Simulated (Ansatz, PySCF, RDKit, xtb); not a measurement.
# CH6SiTe: from the formula to a structure

Task: start from the formula CH6SiTe, draw up candidate structures, narrow them down in stages, and characterise the one that lies lowest at 400 K.

Plan: many cheap relaxations first (GFN2-xTB), then density-functional screening, relaxation at B3LYP-D3(BJ)/def2-SVP, vibrations and a final energy. The numbers are computed, not measured.

6 further runs of the same task are left out: 6 set aside as unsound or not needed.

### Step 1. Possible bonding patterns

A program enumerates the bonding patterns with one Lewis structure each (two rings at most, one unusual centre or charged pair), with their diastereomers. O–O, O–halogen and N–halogen bonds and N–N–N chains are not drawn. That gives 6 candidates.

| label | SMILES | spin |
| --- | --- | --- |
| c019 | C[SiH-][TeH2+] | singlet |
| c105 | C[SiH2][TeH] | singlet |
| c367 | C=[TeH][SiH3] | singlet |
| c568 | C[Te][SiH3] | singlet |
| c811 | C[TeH]=[SiH2] | singlet |
| c951 | [SiH3]C[TeH] | singlet |

Candidates are built by distance geometry, with a force field where one applies, in up to four conformers (letters a to d). 10 starts with atoms placed at random are added, to find patterns that the rules miss.

### Step 2. Search with GFN2-xTB

All 16 starts are relaxed the same way. One of them, c568a (enumerated, embedded by distance geometry and UFF), in full:

start.xyz

```xyz
9
c568a
C     -2.227341     0.457597     0.472727
Si    -0.899825    -1.855308    -1.505223
Te    -3.097221    -0.770434    -1.064206
H     -1.770160    -0.184491     1.277645
H     -2.967434     1.131823     0.887079
H     -1.408345     1.080651     0.001586
H     -1.068266    -2.900629    -2.562521
H      0.063126    -0.849964    -1.891116
H     -0.449333    -2.531596    -0.259928
```

Started as:

```
$ xtb start.xyz --gfn 2 --opt
```

What it wrote, shortened:

```text
* xtb version 6.7.1
[...]
          :  # basis functions                  30          :
[...]
          :  # electrons                        20          :
[...]
          :  Hamiltonian                  GFN2-xTB          :
[...]
          :  net charge                          0          :
          :  unpaired electrons                  0          :
[...]
   *** convergence criteria satisfied after 15 iterations ***
[...]
   *** GEOMETRY OPTIMIZATION CONVERGED AFTER 11 ITERATIONS ***
[...]
   *** convergence criteria satisfied after 3 iterations ***
[...]
         ::                     SUMMARY                     ::
         :::::::::::::::::::::::::::::::::::::::::::::::::::::
         :: total energy             -10.014266865215 Eh    ::
         :: gradient norm              0.000332783455 Eh/a0 ::
         :: HOMO-LUMO gap              3.754634667962 eV    ::
         ::.................................................::
         :: SCC energy               -10.108254279395 Eh    ::
         :: -> isotropic ES            0.010842883308 Eh    ::
         :: -> anisotropic ES          0.002485460017 Eh    ::
         :: -> anisotropic XC          0.001838446372 Eh    ::
         :: -> dispersion             -0.005801628255 Eh    ::
         :: repulsion energy           0.093987414180 Eh    ::
         :: add. restraining           0.000000000000 Eh    ::
         :: total charge               0.000000000000 e     ::
         :::::::::::::::::::::::::::::::::::::::::::::::::::::
[...]
        10        2.0000           -0.3461227              -9.4185 (HOMO)
        11                         -0.2081424              -5.6638 (LUMO)
[...]
     #   Z          covCN         q      C6AA      α(0)
     1   6          3.668    -0.124    23.157     6.900
     2  14          3.681     0.414    99.421    19.103
     3  52          1.816    -0.023   423.394    38.033
     4   1          0.926     0.016     2.795     2.614
     5   1          0.926     0.020     2.733     2.585
     6   1          0.926     0.016     2.795     2.614
     7   1          0.920    -0.121     6.354     3.942
     8   1          0.919    -0.099     5.530     3.678
     9   1          0.919    -0.099     5.526     3.677
[...]
     #   Z sym  total        # sym  WBO       # sym  WBO       # sym  WBO
 ---------------------------------------------------------------------------
     1   6      3.989 --     5      1.007     6      1.003     4      1.003
                             3      0.957
     2  14      3.730 --     3      1.024     7      0.900     9      0.891
                             8      0.891
     3  52      2.054 --     2      1.024     1      0.957
     4   1      1.000 --     1      1.003
     5   1      0.999 --     1      1.007
     6   1      1.000 --     1      1.003
     7   1      0.985 --     2      0.900
     8   1      0.990 --     2      0.891
     9   1      0.990 --     2      0.891
 ---------------------------------------------------------------------------
[...]
molecular dipole:
                 x           y           z       tot (Debye)
 q only:        0.057      -0.178      -0.161
   full:        0.401       0.019       0.142       1.081
molecular quadrupole (traceless):
[...]
          | TOTAL ENERGY              -10.014266865215 Eh   |
          | GRADIENT NORM               0.000332783455 Eh/α |
          | HOMO-LUMO GAP               3.754634667962 eV   |
           -------------------------------------------------
[...]
```

Run time: 0.066 s. Hardware: 2 threads of Arm Neoverse V1, shared host.

### Step 3. What the search left

16 of the 16 relaxations converged; 5 ended on a minimum already found. 11 distinct structures remain:

| label | start | SMILES after | spin | energy (kcal/mol) | note |
| --- | --- | --- | --- | --- | --- |
| c105a | drawn and random | C[SiH2][TeH] | singlet | 0.0 |  |
| c568a | drawn | C[Te][SiH3] | singlet | 1.9 |  |
| c676 | random and drawn | [SiH3]C[TeH] | singlet | 16.7 |  |
| c811a | drawn and random | [CH3][TeH][SiH2] ‡ | singlet | 35.2 |  |
| c019a | drawn and random | [CH3][SiH][TeH2] ‡ | singlet | 35.2 |  |
| c030 | random | [CH3][Te][SiH].[H][H] ‡ | singlet | 52.2 | fell apart |
| c800 | random | C=[SiH2].[TeH2] | singlet | 53.9 | fell apart |
| c367a | drawn | [CH2][TeH][SiH3] ‡ | singlet | 56.6 |  |
| c093 | random | [CH2][Si][TeH2].[H][H] ‡ | singlet | 83.3 | fell apart |
| c156 | random | [CH2][Si][TeH2].[H][H] ‡ | singlet | 85.4 | fell apart |
| c814 | random | [CH][SiH][TeH4] ‡ | singlet | 119.3 |  |

‡ marks the bonded skeleton alone, with all bonds drawn single: no Lewis structure was assigned that passes a check against the bond lengths.

### Step 4. Screening with a density functional

A choice of the minima (the low ones first, few conformers of a pattern, up to a cap) and the lowest that fell apart get a single point at r2SCAN-D4/def2-SVP on the tight-binding geometry, and one at HF/STO-3G for comparison. The lowest singlets are also tried as triplets at the same geometry (label ending in t). The first, c105a:

input.yaml

```yaml
crystal:
  periodic: [false, false, false]
  atoms:
    - {symbol: C, position_ang: [-1.880855, 0.399482, -0.659128]}
    - {symbol: Si, position_ang: [-1.402538, -1.378249, -1.101134]}
    - {symbol: Te, position_ang: [-1.334052, -2.814564, 0.929176]}
    - {symbol: H, position_ang: [-1.154442, 0.840668, 0.017552]}
    - {symbol: H, position_ang: [-1.927828, 1.022773, -1.546702]}
    - {symbol: H, position_ang: [-2.851316, 0.438743, -0.172669]}
    - {symbol: H, position_ang: [-2.400770, -1.973908, -1.985041]}
    - {symbol: H, position_ang: [-0.122116, -1.355889, -1.812820]}
    - {symbol: H, position_ang: [-0.739543, -1.577042, 1.841777]}
basis:
  gaussian:
    orbitals: def2-SVP
total_charge: 0
hamiltonian:
  xc: r2scan
  dispersion: d4
scf:
  lower_state_search: off
```

Started as:

```
$ ansatz run input.yaml --threads 2 --pin off --max-ram 4350MiB --events-out events.jsonl --progress --plain --runs-dir runs
```

What it wrote, shortened:

```text
Warning: RAYON_NUM_THREADS=2 ignored (pool sized by the plan → 2); use --threads N
Functional definition: r2SCAN
  name "r2SCAN"
[...]
1022 factors; their error is unknown
[...]
mean field -16304.23779064 eV, -599.1696873967 hartree, gradient 7.3e-6 eV, S^2 0.000000; 0 other end points of the search recorded, 0 dependent functions left out
reference -16304.23780018 eV, -599.1696877472 hartree; 25, 25 occupied and 63, 63 virtual orbitals, 1022 factors
Total energy: -16304.28387551 eV, -599.1713809845 hartree
Checks for a lower state left out: stability, starts, cluster_reference, orbital_swaps, neighbouring_geometries, increment
```

It took 1.6 s on 2 threads of Arm Neoverse V1, shared host.

Relative energies in kcal/mol, each column from its lowest structure that stays in one piece:

```
 label                   SMILES     spin  GFN2-xTB  HF/STO-3G  r2SCAN-D4/def2-SVP
 c105a             C[SiH2][TeH]  singlet       0.0        0.0                 0.0
 c568a              C[Te][SiH3]  singlet       1.9        6.9                11.0
  c676             [SiH3]C[TeH]  singlet      16.7       27.5                24.9
  c030  [CH3][Te][SiH].[H][H] ‡  singlet      52.2       76.9                57.4
 c811a       [CH3][TeH][SiH2] ‡  singlet      35.2       92.1                58.8
 c019a       [CH3][SiH][TeH2] ‡  singlet      35.2       88.9                59.2
c105at             C[SiH2][TeH]  triplet         –          –                93.7
c568at              C[Te][SiH3]  triplet         –          –                94.6
 c676t             [SiH3]C[TeH]  triplet         –          –               102.5
```

‡ marks the bonded skeleton alone, with all bonds drawn single: no Lewis structure was assigned that passes a check against the bond lengths.

### Step 5. Relaxing the best candidates

3 candidates are relaxed at B3LYP-D3(BJ)/def2-SVP (chosen among the lowest in one piece). The first, c105a:

Edit input.yaml of step 4 so:

```diff
@@ -13,9 +13,5 @@
 basis:
-  gaussian:
-    orbitals: def2-SVP
-total_charge: 0
-hamiltonian:
-  xc: r2scan
-  dispersion: d4
-scf:
-  lower_state_search: off
+  gaussian: {orbitals: def2-SVP}
+relax: {f_tol: 0.003}
+hamiltonian: {xc: {name: B3LYP}, dispersion: d3bj}
+scf: {lower_state_search: "off"}
```

Started as:

```
$ ansatz run input.yaml --threads 2 --pin off --max-ram 4350MiB --events-out events.jsonl --progress --plain --runs-dir runs
```

What it wrote, shortened:

```text
Warning: RAYON_NUM_THREADS=2 ignored (pool sized by the plan → 2); use --threads N
[...]
Functional definition: B3LYP
  name "B3LYP"
[...]
1041 factors; integrals over basis functions are off by at most 3.6e-4 eV
[...]
mean field -16305.92757369 eV, -599.2317857784 hartree, gradient 8.1e-6 eV, S^2 0.000000; 0 other end points of the search recorded, 0 dependent functions left out
[...]
reference -16305.92781959 eV, -599.2317948149 hartree; 25, 25 occupied and 63, 63 virtual orbitals, 1041 factors
relax step   1: F+E_penalty+E_count = -16306.30991826 eV  Δ(F+E_penalty+E_count) = +0.000e0 eV  max|allowed force component| = 8.323e-1 eV/Å  Δτ_max = 0.0000 Å  (14 SCF iters, accepted)
[...]
relax step   4: F+E_penalty+E_count = -16306.36324214 eV  Δ(F+E_penalty+E_count) = -3.076e-3 eV  max|allowed force component| = 3.742e-2 eV/Å  Δτ_max = 0.0317 Å  (20 SCF iters, accepted)
[...]
Atom 0 at    -1.940991     0.452653    -0.702330 Å, force    -0.000047     0.000472     0.000320 eV/Å
Atom 1 at    -1.430139    -1.324036    -1.054652 Å, force    -0.000020    -0.001314     0.001998 eV/Å
Atom 2 at    -1.530079    -2.771301     1.020689 Å, force     0.000215     0.001351    -0.001794 eV/Å
Atom 3 at    -1.257663     0.914370     0.027419 Å, force    -0.000219     0.000012    -0.000236 eV/Å
Atom 4 at    -1.913727     1.051202    -1.628201 Å, force     0.000060    -0.000016    -0.000130 eV/Å
Atom 5 at    -2.960229     0.487375    -0.288638 Å, force     0.000262    -0.000307     0.000102 eV/Å
Atom 6 at    -2.376961    -1.986391    -1.997399 Å, force    -0.000316    -0.000045    -0.000451 eV/Å
Atom 7 at    -0.056747    -1.367409    -1.633736 Å, force     0.000058    -0.000163     0.000441 eV/Å
Atom 8 at    -0.346922    -1.854448     1.767861 Å, force     0.000007     0.000011    -0.000250 eV/Å
Dipole moment:    -0.012303     0.276804    -0.102552 e Å
Checks for a lower state left out: stability, starts, cluster_reference, orbital_swaps, neighbouring_geometries, increment
```

It took 24 s on 2 threads of Arm Neoverse V1, shared host.

Energy change by step (eV): 0.0000, -0.0445, -0.0502, -0.0533, -0.0613, 0.0094, -0.0636, -0.0645, -0.0659, -0.0659, -0.0660, -0.0661, -0.0661.

After the run. Bond lengths: C1–Si2 1.882 Å, Si2–Te3 2.532 Å, C1–H4 1.101 Å, C1–H5 1.103 Å, C1–H6 1.101 Å, Si2–H7 1.491 Å, Si2–H8 1.491 Å, Te3–H9 1.673 Å. Some angles: C1–Si2–Te3 112.1°, C1–Si2–H7 111.4°, C1–Si2–H8 110.5°, Te3–Si2–H7 103.8°, Te3–Si2–H8 109.8°, Si2–C1–H4 110.6°, Si2–C1–H5 110.4°, Si2–C1–H6 110.6°, Si2–Te3–H9 91.4°, H7–Si2–H8 109.0°.

### Step 6. After refinement

| label | spin | r2SCAN-D4/def2-SVP (kcal/mol) | B3LYP-D3(BJ)/def2-SVP, relaxed (kcal/mol) | time |
| --- | --- | --- | --- | --- |
| c105a | singlet | 0.0 | 0.0 | 24 s |
| c568a | singlet | 11.0 | 10.1 | 13 s |
| c676 | singlet | 24.9 | 23.5 | 18 s |

c105a: Bond lengths: C1–Si2 1.882 Å, Si2–Te3 2.532 Å, C1–H4 1.101 Å, C1–H5 1.103 Å, C1–H6 1.101 Å, Si2–H7 1.491 Å, Si2–H8 1.491 Å, Te3–H9 1.673 Å. Some angles: C1–Si2–Te3 112.1°, C1–Si2–H7 111.4°, C1–Si2–H8 110.5°, Te3–Si2–H7 103.8°, Te3–Si2–H8 109.8°, Si2–C1–H4 110.6°, Si2–C1–H5 110.4°, Si2–C1–H6 110.6°, Si2–Te3–H9 91.4°, H7–Si2–H8 109.0°.

c568a: Bond lengths: C1–Te3 2.190 Å, Si2–Te3 2.514 Å, C1–H4 1.097 Å, C1–H5 1.098 Å, C1–H6 1.097 Å, Si2–H7 1.490 Å, Si2–H8 1.492 Å, Si2–H9 1.492 Å. Some angles: C1–Te3–Si2 93.2°, Te3–C1–H4 109.6°, Te3–C1–H5 106.7°, Te3–C1–H6 109.6°, Te3–Si2–H7 106.9°, Te3–Si2–H8 111.0°, Te3–Si2–H9 111.0°, H4–C1–H5 109.9°, H4–C1–H6 111.0°, H5–C1–H6 110.0°.

c676: Bond lengths: C1–Si2 1.887 Å, C1–Te3 2.193 Å, Si2–H4 1.489 Å, C1–H5 1.101 Å, Si2–H6 1.496 Å, Te3–H7 1.673 Å, C1–H8 1.099 Å, Si2–H9 1.491 Å. Some angles: Si2–C1–Te3 113.0°, C1–Si2–H4 110.0°, C1–Si2–H6 110.1°, C1–Si2–H9 109.8°, Si2–C1–H5 110.4°, Si2–C1–H8 112.6°, Te3–C1–H5 104.3°, Te3–C1–H8 108.1°, C1–Te3–H7 93.2°, H4–Si2–H6 109.1°.

### Step 7. Harmonic analysis of the finalists

The lowest few in one piece go on as finalists. Harmonic vibrations at B3LYP-D3(BJ)/def2-SVP test each finalist and give the zero-point energy and the thermal terms. The first, c105a:

input.yaml

```yaml
crystal:
  periodic: [false, false, false]
  atoms:
    - {symbol: C, position_ang: [-1.940991, 0.452653, -0.702330]}
    - {symbol: Si, position_ang: [-1.430139, -1.324036, -1.054652]}
    - {symbol: Te, position_ang: [-1.530079, -2.771301, 1.020689]}
    - {symbol: H, position_ang: [-1.257663, 0.914370, 0.027419]}
    - {symbol: H, position_ang: [-1.913727, 1.051202, -1.628201]}
    - {symbol: H, position_ang: [-2.960229, 0.487375, -0.288638]}
    - {symbol: H, position_ang: [-2.376961, -1.986391, -1.997399]}
    - {symbol: H, position_ang: [-0.056747, -1.367409, -1.633736]}
    - {symbol: H, position_ang: [-0.346922, -1.854448, 1.767861]}
basis:
  gaussian: {orbitals: def2-SVP}
scf: {lower_state_search: off}
phonons: {}
hamiltonian: {xc: {name: B3LYP}, dispersion: d3bj}
```

Started as:

```
$ ansatz run input.yaml --threads 2 --pin off --max-ram 4350MiB --events-out events.jsonl --progress --plain --runs-dir runs
```

What it wrote, shortened:

```text
Warning: RAYON_NUM_THREADS=2 ignored (pool sized by the plan → 2); use --threads N
[... 2 set-up lines as earlier in the session ...]
[...]
1043 factors; integrals over basis functions are off by at most 3.3e-4 eV
[...]
mean field -16305.99945196 eV, -599.2344272561 hartree, gradient 7.1e-6 eV, S^2 0.000000; 0 other end points of the search recorded, 0 dependent functions left out
[...]
reference -16305.99969930 eV, -599.2344363456 hartree; 25, 25 occupied and 63, 63 virtual orbitals, 1043 factors
[...]
1043 factors; integrals over basis functions are off by at most 3.3e-4 eV
mean field -16305.99928176 eV, -599.2344210013 hartree, gradient 1.0e-6 eV, S^2 0.000000; 0 other end points of the search recorded, 0 dependent functions left out
[...]
reference -16305.99952909 eV, -599.2344300906 hartree; 25, 25 occupied and 63, 63 virtual orbitals, 1043 factors
[...]
Atom 2 at    -1.530079    -2.771301     1.020689 Å, force     0.000141     0.001350    -0.001756 eV/Å
Atom 3 at    -1.257663     0.914370     0.027419 Å, force    -0.000190     0.000003    -0.000231 eV/Å
Atom 4 at    -1.913727     1.051202    -1.628201 Å, force     0.000053    -0.000012    -0.000135 eV/Å
Atom 5 at    -2.960229     0.487375    -0.288638 Å, force     0.000265    -0.000334     0.000087 eV/Å
Atom 6 at    -2.376961    -1.986391    -1.997399 Å, force    -0.000281    -0.000054    -0.000451 eV/Å
Atom 7 at    -0.056747    -1.367409    -1.633736 Å, force     0.000068    -0.000158     0.000454 eV/Å
Atom 8 at    -0.346922    -1.854448     1.767861 Å, force     0.000060     0.000008    -0.000299 eV/Å
Dipole moment:    -0.012302     0.276805    -0.102553 e Å
Vibrations: 123.38 157.45 172.51 318.74 420.70 534.04 667.71 681.79 730.98 883.10 891.64 941.96 1268.07 1429.10 1434.39 2097.00 2218.70 2227.25 3031.36 3123.23 3138.36 cm⁻¹, zero-point energy 1.642261 eV
Checks for a lower state left out: stability, starts, cluster_reference, orbital_swaps, neighbouring_geometries, increment
```

Wall time 83 s (2 threads of Arm Neoverse V1, shared host).

### Step 8. Thermal terms of the finalists

At 400 K and 1 atm, ideal gas, rigid rotor and harmonic oscillator:

```csv
label,SMILES,spin,point group,lowest mode (cm⁻¹),zero-point (kcal/mol),G − E (kcal/mol)
c105a,C[SiH2][TeH],singlet,C1,123,37.9,9.4
c568a,C[Te][SiH3],singlet,Cs,85,38.5,10.0
c676,[SiH3]C[TeH],singlet,C1,102,36.5,8.1
```

Chiral structures get −RT ln 2 for their mirror image.

### Step 9. The final energy

Single points at CCSD(T)/def2-TZVP on the refined geometries decide the order.

c105a, CCSD(T)/def2-TZVP:

input.yaml

```yaml
crystal:
  periodic: [false, false, false]
  atoms:
    - symbol: C
      position_ang: [-1.940991, 0.452653, -0.702330]
    - symbol: Si
      position_ang: [-1.430139, -1.324036, -1.054652]
    - symbol: Te
      position_ang: [-1.530079, -2.771301, 1.020689]
    - symbol: H
      position_ang: [-1.257663, 0.914370, 0.027419]
    - symbol: H
      position_ang: [-1.913727, 1.051202, -1.628201]
    - symbol: H
      position_ang: [-2.960229, 0.487375, -0.288638]
    - symbol: H
      position_ang: [-2.376961, -1.986391, -1.997399]
    - symbol: H
      position_ang: [-0.056747, -1.367409, -1.633736]
    - symbol: H
      position_ang: [-0.346922, -1.854448, 1.767861]
basis:
  gaussian:
    orbitals: def2-TZVP
correlation:
  method: ccsd_t
  frozen_orbitals: {Si: 5, C: 1, Te: 4, H: 0}
```

Started as:

```
$ ansatz run input.yaml --threads 2 --pin off --max-ram 4350MiB --events-out events.jsonl --progress --plain --runs-dir runs
```

What it wrote, shortened:

```text
Warning: RAYON_NUM_THREADS=2 ignored (pool sized by the plan → 2); use --threads N
Functional definition: HF
  name "HF"
[...]
1191 factors; integrals over basis functions are off by at most 1.2e-3 eV
[...]
mean field -16254.61153535 eV, -597.3459561526 hartree, gradient 1.7e-6 eV, S^2 0.000000; 0 other end points of the search recorded, 0 dependent functions left out
10 core orbitals not correlated: weight in the atoms' cores, before any rotation towards them, 1.000 or more for the frozen orbitals, at most 0.000 for the correlated occupied ones
reference -16254.61153535 eV, -597.3459561526 hartree; 15, 15 occupied and 129, 129 virtual orbitals, 1191 factors
second order -20.59132131 eV of doubles, -0.00000000 eV of singles
cycle   1  -20.43667367 eV  change    1.5e-1 eV  update   9.7e-2
[...]
cycle   9  -21.04546660 eV  change   -2.1e-5 eV  update   1.2e-5
perturbative correction -0.60731535 eV, -0.0223184276 hartree
Total energy: -16276.26431731 eV, -598.1416812128 hartree
```

Wall time 39 s (2 threads of Arm Neoverse V1, shared host); peak memory 1.2 GiB.

### Step 10. c568a at CCSD(T)/def2-TZVP

input.yaml

```yaml
crystal:
  periodic: [false, false, false]
  atoms:
    - {symbol: C, position_ang: [-2.221888, 0.510992, 0.506297]}
    - {symbol: Si, position_ang: [-0.879921, -1.906766, -1.515681]}
    - {symbol: Te, position_ang: [-3.074746, -0.772211, -1.050298]}
    - {symbol: H, position_ang: [-1.820446, -0.110290, 1.316067]}
    - {symbol: H, position_ang: [-3.042168, 1.134604, 0.884255]}
    - {symbol: H, position_ang: [-1.439109, 1.144857, 0.072304]}
    - {symbol: H, position_ang: [-1.125740, -2.900065, -2.598703]}
    - {symbol: H, position_ang: [0.148075, -0.920394, -1.959256]}
    - {symbol: H, position_ang: [-0.368856, -2.603077, -0.298943]}
basis:
  gaussian:
    orbitals: def2-TZVP
correlation:
  method: ccsd_t
  frozen_orbitals: {Si: 5, C: 1, Te: 4, H: 0}
```

Started as:

```
$ ansatz run input.yaml --threads 2 --pin off --max-ram 4350MiB --events-out events.jsonl --progress --plain --runs-dir runs
```

What it wrote, shortened:

```text
Warning: RAYON_NUM_THREADS=2 ignored (pool sized by the plan → 2); use --threads N
[... 2 set-up lines as earlier in the session ...]
[...]
1188 factors; integrals over basis functions are off by at most 1.2e-3 eV
[...]
mean field -16254.15978631 eV, -597.3293546816 hartree, gradient 2.8e-6 eV, S^2 0.000000; 0 other end points of the search recorded, 0 dependent functions left out
10 core orbitals not correlated: weight in the atoms' cores, before any rotation towards them, 1.000 or more for the frozen orbitals, at most 0.000 for the correlated occupied ones
reference -16254.15978631 eV, -597.3293546816 hartree; 15, 15 occupied and 129, 129 virtual orbitals, 1188 factors
second order -20.65851507 eV of doubles, -0.00000000 eV of singles
cycle   1  -20.43401796 eV  change    2.2e-1 eV  update   1.0e-1
[...]
cycle   9  -21.08424596 eV  change   -3.1e-5 eV  update   1.5e-5
perturbative correction -0.63000260 eV, -0.0231521684 hartree
Total energy: -16275.87403487 eV, -598.1273385977 hartree
```

It took 38 s on 2 threads of Arm Neoverse V1, shared host; peak memory 1.2 GiB.

[end of part 1 of 2]
